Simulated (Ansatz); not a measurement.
# NbGeAs: from the start to rest

Aim: in NbGeAs, a known structure type filled with other elements, at an estimated volume, relax cell and atoms, then read levels, charges and fields where it ends.

All numbers below are computed with Ansatz 0.2.0 (DFT, r2SCAN, spin-orbit coupling, plane waves, PAW).

**1. The system as given**

Symmetry: P4/nmm, No. 129, tetragonal system. The conventional cell has a = 3.584 Å, b = 3.584 Å, c = 8.111 Å, α = 90.00°, β = 90.00°, γ = 90.00°. As (site symmetry 4mm) has 5 Nb at 2.75 to 2.89 Å as nearest neighbours. Ge (site symmetry -4m2) is surrounded by 4 Ge at 2.53 Å and 4 Nb at 2.74 Å. Nb (site symmetry 4mm) has 4 Ge at 2.74 Å and 5 As at 2.75 to 2.89 Å as nearest neighbours.

Coordinates:

```
As Ge Nb
1.0
     3.58448    0.00000    0.00000
     0.00000    3.58448    0.00000
     0.00000    0.00000    8.11118
As Ge Nb
2 2 2
Direct
  0.25000 0.25000 0.61170
  0.75000 0.75000 0.38830
  0.75000 0.25000 0.00000
  0.25000 0.75000 0.00000
  0.25000 0.25000 0.25580
  0.75000 0.75000 0.74420
```

It starts from an earlier solution of the starting cell (checkpoint.read).

**2. The relaxation**

The input, input.yaml:

```yaml
crystal:
  lattice:
    - [3.584476, 0.0, 0.0]
    - [0.0, 3.584476, 0.0]
    - [0.0, 0.0, 8.111177]
  atoms:
    - { symbol: As, position: [0.25, 0.25, 0.6117] }
    - { symbol: As, position: [0.75, 0.75, 0.3883] }
    - { symbol: Ge, position: [0.75, 0.25, 0.0] }
    - { symbol: Ge, position: [0.25, 0.75, 0.0] }
    - { symbol: Nb, position: [0.25, 0.25, 0.2558] }
    - { symbol: Nb, position: [0.75, 0.75, 0.7442] }
  symmetry: { tolerance: 0.0003 }
kpoints:
  mp_grid: { grid: [5, 5, 3], shift: [0, 0, 0] }
magnetization:
  noncollinear: true
  spin_orbit: true
scf:
  occupations: { method: fermi_dirac }
  lower_state_search: "off"
hamiltonian:
  pseudopotentials: { kind: paw_fr }
  xc: r2scan
basis:
  ecutwfc: 500
  fft_grid_basis: typed
relax:
  max_steps: 40
  cell: { p_target: 0.0 }
output:
  forces: true
  stress: true
  eigenvalues: true
  bader: true
  populations: true
  elf: true
  write_potential: true
  volumetric_format: npy
  dos:
    e_range: [-12, 8]
    de: 0.05
    projected: { site_lists: { As: [As], Ge: [Ge], Nb: [Nb] } }
    method: { smearing: { sigma: 0.1, scheme: gaussian } }
  write_density: true
checkpoint:
  read: saved_state
```

Started as:

```sh
ansatz run input.yaml --threads 2 --pin off --max-ram 3584MiB --backend cpu --events-out ev --progress --plain --runs-dir out
```

The program printed, shortened:

```text
Warning: RAYON_NUM_THREADS=2 ignored (pool sized by the plan → 2); use --threads N
[...]
Pseudopotentials: kind: paw_fr
Pseudopotential: As, paw_fr, valence charge 15, recommended cutoff 500 eV (meta_gga), As.paw.azcp#standard-fr
Pseudopotential: Ge, paw_fr, valence charge 14, recommended cutoff 500 eV (meta_gga), Ge.paw.azcp#standard-fr
Pseudopotential: Nb, paw_fr, valence charge 13, recommended cutoff 500 eV (meta_gga), Nb.paw.azcp#standard-fr
Functional definition: r2SCAN
[...]
non-collinear run that drives no moment, with spin-orbit: no starting moment large enough to seed its density (crystal.atoms[].spin), no starting occupations that ask for one, no magnetisation constraint and no magnetic field, so the semilocal B_xc is pinned to zero
Crystal: 6 atoms, lattice volume = 104.216 Å³
Basis set: ecut = 500 eV, 2653 PW (Γ), exchange–correlation on 108×108×240 points (64 copies of the dense FFT grid, shifted against one another)
Bands: 102, of which v1, the nominal top of the filled ones, is band 84 counted from 1 (83 counted from 0)
Symmetry: 16 space group operations + 16 with time reversal
Magnetic group: BNS 129.412 (UNI 1072), of the structure as read, at distance tolerance 1.4e-3 Å
k-points: 12 of 75
Projection manifold: j_resolved (fully-relativistic pseudo-atomic orbitals)
[...]
SCF iter   1: F=-27443.026047 eV  HF=-27443.014504 eV  |F-HF|=1.15e-2  |Δ(HF+E_count)|=         —  Δρ=3.07e-3  dr2=6.35e-3  dr2_τ=9.09e-4  dr2_m=0.00e0 (ungated)  ethr=7.54e-6  |M|=0.00e0 ∫|m|=0.00e0 μB  |m|>n=0.0e0 m-floor=0.0e0 τ_xc=0.0e0  β_m=0.30  ⟨swp⟩=2.0  Hψ=3658  notcnv=0
[...]
spin=Noncollinear: Kerker preconditioning applied to the charge; magnetization (m_x, m_y, m_z) channels mix plain (no charge-response kernel on spin).
[...]
relax step   1: F+E_penalty+E_count = -27443.03116641 eV  Δ(F+E_penalty+E_count) = +0.000e0 eV  max|allowed force component| = 6.258e-1 eV/Å  Δτ_max = 0.0000 Å  P = -2.477 GPa  Ω = 104.216 Å³  (7 SCF iters, dr2 threshold 1.00e-7 eV, accepted)
[...]
relax step   2: F+E_penalty+E_count = -27442.94278470 eV  Δ(F+E_penalty+E_count) = +8.838e-2 eV  max|allowed force component| = 1.351e0 eV/Å  Δτ_max = 0.1124 Å  P = +5.064 GPa  Ω = 99.470 Å³  energy of the carried Pulay correction = +1.838e-3 eV  (9 SCF iters, dr2 threshold 6.00e-7 eV, [...]
Projection manifold: j_resolved (fully-relativistic pseudo-atomic orbitals)
[...]
spin=Noncollinear: Kerker preconditioning applied to the charge; magnetization (m_x, m_y, m_z) channels mix plain (no charge-response kernel on spin).
[...]
SCF iter  13: F=-27443.098094 eV  HF=-27443.098094 eV  |F-HF|=1.46e-11  |Δ(HF+E_count)|=  5.09e-11  Δρ=9.87e-8  dr2=1.39e-11  dr2_τ=5.04e-13  dr2_m=0.00e0 (ungated)  ethr=1.00e-12  |M|=0.00e0 ∫|m|=0.00e0 μB  |m|>n=0.0e0 m-floor=0.0e0 τ_xc=0.0e0  ⟨swp⟩=6.2  Hψ=2444  notcnv=0
```

**3. The output, continued**

The log, continued:

```text
SCF 3 converged in 13 iterations: F = -27443.098094 eV  dr2 = 1.39e-11
relax step   3: F+E_penalty+E_count = -27443.09809398 eV  Δ(F+E_penalty+E_count) = -6.693e-2 eV  max|allowed force component| = 1.583e-1 eV/Å  Δτ_max = 0.0340 Å  P = -0.285 GPa  Ω = 102.589 Å³  energy of the carried Pulay correction = +6.206e-4 eV  (13 SCF iters, accepted)
[... 13 lines left out ...]
relax step   4: F+E_penalty+E_count = -27443.10233651 eV  Δ(F+E_penalty+E_count) = -4.243e-3 eV  max|allowed force component| = 1.206e-1 eV/Å  Δτ_max = 0.0184 Å  P = -0.042 GPa  Ω = 102.367 Å³  energy of the carried Pulay correction = +7.057e-4 eV  (7 SCF iters, dr2 threshold 6.00e-7 eV, accepted)
[... 13 lines left out ...]
relax step   5: F+E_penalty+E_count = -27443.10301169 eV  Δ(F+E_penalty+E_count) = -6.752e-4 eV  max|allowed force component| = 6.738e-2 eV/Å  Δτ_max = 0.0087 Å  P = -0.072 GPa  Ω = 102.349 Å³  energy of the carried Pulay correction = +7.126e-4 eV  (7 SCF iters, dr2 threshold 6.00e-7 eV, accepted)
[... 12 lines left out ...]
relax step   6: F+E_penalty+E_count = -27443.10336274 eV  Δ(F+E_penalty+E_count) = -3.510e-4 eV  max|allowed force component| = 1.240e-3 eV/Å  Δτ_max = 0.0032 Å  P = +0.000 GPa  Ω = 102.317 Å³  energy of the carried Pulay correction = +7.249e-4 eV  (6 SCF iters, dr2 threshold 2.84e-7 eV, accepted)
Projection manifold: j_resolved (fully-relativistic pseudo-atomic orbitals)
Initial wavefunctions: pseudopotential atomic-orbital guess (no wavefunctions were taken with the density)
iter 1 solved again at ethr=4.85e-8 eV; its pass at ethr=3.10e-3 eV (dr2=4.07e-5 eV) is discarded
SCF iter   1: F=-27443.102949 eV  HF=-27443.102945 eV  |F-HF|=3.80e-6  |Δ(HF+E_count)|=         —  Δρ=5.05e-5  dr2=3.21e-7  dr2_τ=6.50e-7  dr2_m=0.00e0 (ungated)  ethr=4.85e-8  |M|=0.00e0 ∫|m|=0.00e0 μB  |m|>n=0.0e0 m-floor=0.0e0 τ_xc=0.0e0  β_m=0.30  ⟨swp⟩=3.7  Hψ=4483  notcnv=0
preconditioner: auto → Kerker (q_TF=auto, 2.640 Å⁻¹)  [metal: Δε(μ)=0.038 eV  Ē_g=7.983 eV  σ=0.100 eV  W_gap=0.09  n_scr=38 (ndim 8)  ℏωp=19.4 eV  f_vac=0.000  D(μ)=1.56/eV (n_scr^D=4)]
spin=Noncollinear: Kerker preconditioning applied to the charge; magnetization (m_x, m_y, m_z) channels mix plain (no charge-response kernel on spin).
SCF iter   2: F=-27443.102762 eV  HF=-27443.102760 eV  |F-HF|=1.82e-6  |Δ(HF+E_count)|=   1.85e-4  Δρ=3.63e-5  dr2=1.81e-7  dr2_τ=4.78e-8  dr2_m=0.00e0 (ungated)  ethr=3.82e-10  |M|=0.00e0 ∫|m|=0.00e0 μB  |m|>n=0.0e0 m-floor=0.0e0 τ_xc=0.0e0  β_m=0.65  ⟨swp⟩=2.0  Hψ=981  notcnv=0
SCF iter   3: F=-27443.102762 eV  HF=-27443.102762 eV  |F-HF|=1.90e-9  |Δ(HF+E_count)|=   1.84e-6  Δρ=3.29e-6  dr2=1.13e-8  dr2_τ=5.14e-10  dr2_m=0.00e0 (ungated)  ethr=2.15e-10  |M|=0.00e0 ∫|m|=0.00e0 μB  |m|>n=0.0e0 m-floor=0.0e0 τ_xc=0.0e0  β_m=0.65  ⟨swp⟩=2.0  Hψ=1117  notcnv=0
SCF iter   4: F=-27443.102762 eV  HF=-27443.102762 eV  |F-HF|=1.56e-10  |Δ(HF+E_count)|=   2.27e-9  Δρ=1.33e-6  dr2=4.05e-9  dr2_τ=4.54e-11  dr2_m=0.00e0 (ungated)  ethr=1.34e-11  |M|=0.00e0 ∫|m|=0.00e0 μB  |m|>n=0.0e0 m-floor=0.0e0 τ_xc=0.0e0  β_m=0.82  ⟨swp⟩=2.0  Hψ=906  notcnv=0
SCF iter   5: F=-27443.102762 eV  HF=-27443.102762 eV  |F-HF|=5.17e-10  |Δ(HF+E_count)|=   2.17e-9  Δρ=5.61e-7  dr2=1.01e-9  dr2_τ=8.00e-12  dr2_m=0.00e0 (ungated)  ethr=4.82e-12  |M|=0.00e0 ∫|m|=0.00e0 μB  |m|>n=0.0e0 m-floor=0.0e0 τ_xc=0.0e0  β_m=0.90  ⟨swp⟩=2.0  Hψ=896  notcnv=0
SCF iter   6: F=-27443.102762 eV  HF=-27443.102762 eV  |F-HF|=4.00e-11  |Δ(HF+E_count)|=  9.46e-11  Δρ=1.80e-7  dr2=9.08e-11  dr2_τ=1.34e-12  dr2_m=0.00e0 (ungated)  ethr=1.20e-12  |M|=0.00e0 ∫|m|=0.00e0 μB  |m|>n=0.0e0 m-floor=0.0e0 τ_xc=0.0e0  β_m=0.89  ⟨swp⟩=2.0  Hψ=901  notcnv=0
SCF iter   7: F=-27443.102762 eV  HF=-27443.102762 eV  |F-HF|=1.82e-11  |Δ(HF+E_count)|=  2.18e-11  Δρ=9.83e-8  dr2=1.49e-11  dr2_τ=1.57e-13  dr2_m=0.00e0 (ungated)  ethr=1.00e-12  |M|=0.00e0 ∫|m|=0.00e0 μB  |m|>n=0.0e0 m-floor=0.0e0 τ_xc=0.0e0  ⟨swp⟩=5.2  Hψ=2383  notcnv=0
SCF 7 converged in 7 iterations: F = -27443.102762 eV  dr2 = 1.49e-11
relax step   7: F+E_penalty+E_count = -27443.10276166 eV  Δ(F+E_penalty+E_count) = +6.011e-4 eV  max|allowed force component| = 1.297e-3 eV/Å  Δτ_max = 0.0000 Å  P = -0.003 GPa  Ω = 102.317 Å³  stress off target by 1.13e-2 GPa  SCF on the basis re-selected at this cell (its energy is not comparable with the rows above)  (7 SCF iters)
basis re-selected at this cell: Δ(F+E_penalty+E_count) = +6.011e-4 eV, ΔP = -0.003 GPa vs the last step (what re-selecting the basis moved, of the pressure what is left beyond the Pulay correction that the steps carried, after the strain that the cell walked since its last selection, with what the two solves' SCF thresholds leave and, on support functions, any second-order correction that the steps lacked; it is no measure of the basis error at this ecutwfc). This SCF's stress stands 1.13e-2 GPa from its target on what of the cell is left free (relax.cell.stress_tol is 5.00e-2 GPa) and its largest allowed force component is 1.30e-3 eV/Å (relax.f_tol is 1.00e-2 eV/Å): within both
SCF converged after 7 iterations
Magnetization: |M| = 0.0000 μB,  M = (+0.0000, +0.0000, +0.0000) μB
Absolute magnetization: 0.0000 μB (∫|m|)
  site 0: m = (+0.0000, +0.0000, +0.0000) μB, |m| = 0.0000 μB  (R = 1.13 Å)
  site 1: m = (+0.0000, +0.0000, +0.0000) μB, |m| = 0.0000 μB  (R = 1.13 Å)
  site 2: m = (+0.0000, +0.0000, +0.0000) μB, |m| = 0.0000 μB  (R = 1.05 Å)
  site 3: m = (+0.0000, +0.0000, +0.0000) μB, |m| = 0.0000 μB  (R = 1.05 Å)
  site 4: m = (+0.0000, +0.0000, +0.0000) μB, |m| = 0.0000 μB  (R = 1.13 Å)
  site 5: m = (+0.0000, +0.0000, +0.0000) μB, |m| = 0.0000 μB  (R = 1.13 Å)
Free energy (F): -27443.102762 eV
Harris-Foulkes:  -27443.102762 eV  (|F-HF|=1.82e-11)
Internal energy: -27443.052423 eV  (E = F + TS)
E sigma→0 (E₀):  -27443.077592 eV
Entropy (-TS):   -0.050338 eV (-8.390 meV/atom)
Fermi energy:    15.477931 eV
--- Per-component energies (eV) ---
  E_band       = -708.548335
  E_kinetic    = 1219.271349
  E_local      = -8379.438316  (includes V_loc(G=0)·N_el)
  E_nonlocal   = -258.727828
  E_hartree    = 3938.871630
  E_xc         = -629.516960
  E_vxc        = -782.297203  (∫ρ·V_xc dr)
  E_paw        = -13924.277121  (= ΣΔE_a)
  E_vpaw       = -430.951333  (= ΣTr[D̂ρ^β])
  E_aug_tail   = 0.000028  (compensation charges beyond the density's cutoff)
  E_vtau       = 45.851831  (kinetic-family band-sum trace: ∫τ·v_τ [+ j·A + Jᵃ·Aᵃ] dr)
  E_ewald      = -9403.826551
  E_core_change = -5.408654  (= ΣΔE_core)
  E_smearing   = -0.050338  (= −TS)
  E_closure    = 0.000000  (closes the sum)
  Σ components = -27443.102762   (vs F -27443.102762, Δ=0.00e0)
--- Forces (eV/Å), atoms counted from 1 ---
  atom   1  As     0.00000000     0.00000000     0.00129667
  atom   2  As    -0.00000000     0.00000000    -0.00129667
  atom   3  Ge     0.00000000     0.00000000     0.00000000
  atom   4  Ge    -0.00000000     0.00000000    -0.00000000
  atom   5  Nb    -0.00000000     0.00000000    -0.00074615
  atom   6  Nb     0.00000000     0.00000000     0.00074615
  max |Σ_I F_I| component: 2.17e-19 eV/Å
--- Stress (GPa, compression-positive) ---
        0.000801      -0.000000       0.000000
       -0.000000       0.000801       0.000000
        0.000000      -0.000000      -0.011314
  P = ⅓ Tr σ = -0.0032 GPa (-0.032 kbar)
--- Band table (eV; the first three rows and the last of 12) ---
  k-point 0: bands = ["-41.7250", "-41.7250", "-41.7241", "-41.7241", "-21.3889", "-21.3889", "-21.3835", "-21.3835", "-21.3772", "-21.3772", "-21.3744", "-21.3744", "-20.6642", "-20.6642", "-20.6582", "-20.6582", "-20.6525", "-20.6525", "-20.6519", "-20.6519", "-20.6453", "-20.6453", "-20.6427", "-20.6427", "-18.5176", "-18.5176", "-18.5023", "-18.5023", "-16.4608", "-16.4608", "-16.4319", "-16.4319", "-16.4194", "-16.4194", "-16.4161", "-16.4161", "-10.5012", "-10.5012", "-10.3928", "-10.3928", "-10.3155", "-10.3155", "-10.3049", "-10.3049", "-9.8455", "-9.8455", "-9.8410", "-9.8410", "-9.7422", "-9.7422", "-9.6599", "-9.6599", "-9.6515", "-9.6515", "-9.6269", "-9.6269", "1.1020", "1.1020", "2.6193", "2.6193", "4.2789", "4.2789", "10.4863", "10.4863", "10.6610", "10.6610", "11.2743", "11.2743", "11.7352", "11.7352", "11.7973", "11.7973", "12.8358", "12.8358", "13.0570", "13.0570", "13.1996", "13.1996", "14.9383", "14.9383", "15.0750", "15.0750", "15.3248", "15.3248", "15.7452", "15.7452", "16.0737", "16.0737", "16.0908", "16.0908", "16.2247", "16.2247", "17.2991", "17.2991", "17.5149", "17.5149", "19.5531", "19.5531", "19.6422", "19.6422", "19.6511", "19.6511"]
  k-point 1: bands = ["-41.7248", "-41.7248", "-41.7243", "-41.7243", "-21.3889", "-21.3889", "-21.3835", "-21.3835", "-21.3772", "-21.3772", "-21.3744", "-21.3744", "-20.6642", "-20.6642", "-20.6582", "-20.6582", "-20.6525", "-20.6525", "-20.6519", "-20.6519", "-20.6453", "-20.6453", "-20.6427", "-20.6427", "-18.5155", "-18.5155", "-18.5042", "-18.5042", "-16.4554", "-16.4554", "-16.4373", "-16.4373", "-16.4203", "-16.4203", "-16.4152", "-16.4152", "-10.5012", "-10.5012", "-10.3928", "-10.3928", "-10.3155", "-10.3155", "-10.3049", "-10.3049", "-9.8455", "-9.8455", "-9.8410", "-9.8410", "-9.7421", "-9.7421", "-9.6599", "-9.6599", "-9.6515", "-9.6515", "-9.6269", "-9.6269", "1.3677", "1.3677", "2.0659", "2.0659", "4.6885", "4.6885", "9.4384", "9.4384", "11.3180", "11.3180", "11.8579", "11.8579", "11.9469", "11.9469", "12.1099", "12.1099", "12.6882", "12.6882", "12.6989", "12.6989", "12.8406", "12.8406", "14.9182", "14.9182", "15.4683", "15.4683", "15.6392", "15.6392", "15.7712", "15.7712", "16.0092", "16.0092", "16.1273", "16.1273", "16.2011", "16.2011", "17.0620", "17.0620", "17.2405", "17.2405", "18.8744", "18.8744", "19.3404", "19.3404", "19.4447", "19.4447"]
  k-point 2: bands = ["-41.7223", "-41.7223", "-41.7217", "-41.7217", "-21.3889", "-21.3889", "-21.3843", "-21.3843", "-21.3765", "-21.3765", "-21.3741", "-21.3741", "-20.6660", "-20.6660", "-20.6599", "-20.6599", "-20.6519", "-20.6519", "-20.6485", "-20.6485", "-20.6449", "-20.6449", "-20.6433", "-20.6433", "-18.5258", "-18.5258", "-18.5136", "-18.5136", "-16.4710", "-16.4710", "-16.4546", "-16.4546", "-16.4313", "-16.4313", "-16.4216", "-16.4216", "-10.4708", "-10.4708", "-10.3810", "-10.3810", "-10.3081", "-10.3081", "-10.3011", "-10.3011", "-9.8469", "-9.8469", "-9.8258", "-9.8258", "-9.7371", "-9.7371", "-9.6708", "-9.6708", "-9.6678", "-9.6678", "-9.6674", "-9.6674", "1.5900", "1.5900", "2.9633", "2.9633", "4.5063", "4.5063", "8.7277", "8.7277", "9.7094", "9.7094", "10.8981", "10.8981", "12.2217", "12.2217", "12.3240", "12.3240", "12.4772", "12.4772", "12.8970", "12.8970", "13.8048", "13.8048", "14.1519", "14.1519", "14.3670", "14.3670", "15.5063", "15.5063", "15.8605", "15.8605", "15.9907", "15.9907", "16.4654", "16.4654", "16.6589", "16.6589", "17.2103", "17.2103", "18.9647", "18.9647", "19.4182", "19.4182", "19.6080", "19.6080", "19.6825", "19.6825"]
  k-point 11: bands = ["-41.7115", "-41.7115", "-41.7115", "-41.7115", "-21.3857", "-21.3857", "-21.3853", "-21.3853", "-21.3753", "-21.3753", "-21.3751", "-21.3751", "-20.6647", "-20.6647", "-20.6601", "-20.6601", "-20.6521", "-20.6521", "-20.6509", "-20.6509", "-20.6447", "-20.6447", "-20.6411", "-20.6411", "-18.5590", "-18.5590", "-18.5543", "-18.5543", "-16.5249", "-16.5249", "-16.5246", "-16.5246", "-16.4608", "-16.4608", "-16.4573", "-16.4573", "-10.4175", "-10.4175", "-10.4007", "-10.4007", "-10.2970", "-10.2970", "-10.2942", "-10.2942", "-9.8442", "-9.8442", "-9.8418", "-9.8418", "-9.7297", "-9.7297", "-9.7248", "-9.7248", "-9.6558", "-9.6558", "-9.6460", "-9.6460", "4.0115", "4.0115", "4.4093", "4.4093", "5.4184", "5.4184", "6.8336", "6.8336", "8.6852", "8.6852", "9.8019", "9.8019", "10.1361", "10.1361", "10.2678", "10.2678", "11.9998", "11.9998", "12.6312", "12.6312", "12.7237", "12.7237", "12.7658", "12.7658", "13.0257", "13.0257", "13.1254", "13.1254", "16.9477", "16.9477", "17.1660", "17.1660", "17.2621", "17.2621", "17.6117", "17.6117", "18.0685", "18.0685", "18.9022", "18.9022", "19.1519", "19.1519", "20.1324", "20.1324", "20.6445", "20.6445"]
--- Relaxed structure (6 steps of the walk, 5 accepted, 1 SCFs on fresh bases) ---
  F+E_penalty+E_count = -27443.10276166 eV   max|allowed force component| = 1.297e-3 eV/Å   (the final SCF, on the basis selected at the relaxed cell)
  cell:  # Å, volume = 102.3174 Å³
    - [3.592343886267028, 2.292139847059901e-35, 0.0]
    - [2.292139847059901e-35, 3.592343886267028, 0.0]
    - [0.0, 0.0, 7.928547757168046]
  atoms:
    - { symbol: As, position: [0.25, 0.25, 0.6107877432077593] }
    - { symbol: As, position: [0.75, 0.75, 0.389212256792241] }
    - { symbol: Ge, position: [0.75, 0.25, 1.4257885351507824e-19] }
    - { symbol: Ge, position: [0.25, 0.75, 1.4257885351507822e-19] }
    - { symbol: Nb, position: [0.25, 0.25, 0.26138188102531795] }
    - { symbol: Nb, position: [0.75, 0.75, 0.7386181189746822] }
--- Löwdin populations: 6 sites ---
  site symbol       q [e]
     0     As     15.0821
     1     As     15.0821
     2     Ge     14.0281
     3     Ge     14.0281
     4     Nb     12.7787
     5     Nb     12.7787
  spilling = 0.002645 (of n_electrons = 84.000000)
--- Bader charges: 6 sites ---
  site symbol  charge [e]  shift [e]  m_x [muB]  m_y [muB]  m_z [muB]
     0     As     -0.8111     0.0002     0.0000     0.0000     0.0000
     1     As     -0.8112     0.0002     0.0000     0.0000     0.0000
     2     Ge     -0.4176     0.0000     0.0000     0.0000     0.0000
     3     Ge     -0.4176     0.0000     0.0000     0.0000     0.0000
     4     Nb      1.2288     0.0003     0.0000     0.0000     0.0000
     5     Nb      1.2288     0.0003     0.0000     0.0000     0.0000
  estimated error of the sums over rays = 6.2e-4 e
```

Wall time 4 min (2 threads of Arm Neoverse V2, shared host); peak memory 1.2 GiB.

Step by step:

| step | energy from step 1 (eV/cell) | largest force component (eV/Å) | pressure (GPa) | volume (Å³) |
| --- | --- | --- | --- | --- |
| 1 | 0.0000 | 0.6258 | -2.48 | 104.22 |
| 2x | 0.0884 | 1.3511 | 5.06 | 99.47 |
| 3 | -0.0669 | 0.1583 | -0.28 | 102.59 |
| 4 | -0.0712 | 0.1206 | -0.04 | 102.37 |
| 5 | -0.0718 | 0.0674 | -0.07 | 102.35 |
| 6 | -0.0722 | 0.0012 | 0.00 | 102.32 |
| 7 | -0.0716 | 0.0013 | 0.00 | 102.32 |

Step 1 is the start. Step 7 repeats the geometry before on a plane-wave basis chosen anew for that cell, so the energy can jump there without any move; the table keeps such jumps. 1 step was tried and not accepted (marked x).

| input's cell | before | after | change |
| --- | --- | --- | --- |
| a (Å) | 3.584 | 3.592 | +0.2 % |
| b (Å) | 3.584 | 3.592 | +0.2 % |
| c (Å) | 8.111 | 7.929 | -2.3 % |
| volume (Å³/atom) | 17.37 | 17.05 | -1.8 % |

The largest move, 0.04 Å, apart from the change of the cell, is shared by several atoms, Nb6 among them.

**4. Total and projected density of states**

States per cell by energy window, from dos.tsv and pdos.tsv (Gaussian smearing of 0.1 eV; eV from the Fermi level):

```
from    to  total  As p  Ge s  Ge p  Nb d
-8.0  -7.0   0.07  0.00  0.04  0.02  0.01
-7.0  -6.0   1.06  0.12  0.25  0.44  0.19
-6.0  -5.0   3.11  1.45  0.10  0.59  0.68
-5.0  -4.0   2.42  0.86  0.10  0.61  0.63
-4.0  -3.0   2.98  0.92  0.03  0.87  0.97
-3.0  -2.0   6.95  2.27  0.08  1.29  3.10
-2.0  -1.0   2.59  0.66  0.04  0.45  1.37
-1.0   0.0   1.49  0.28  0.03  0.19  0.90
 0.0   1.0   1.73  0.29  0.08  0.15  1.08
 1.0   2.0   5.03  0.54  0.21  0.47  3.38
 2.0   3.0   4.84  0.62  0.43  0.53  2.79
```

[end of part 1 of 2]
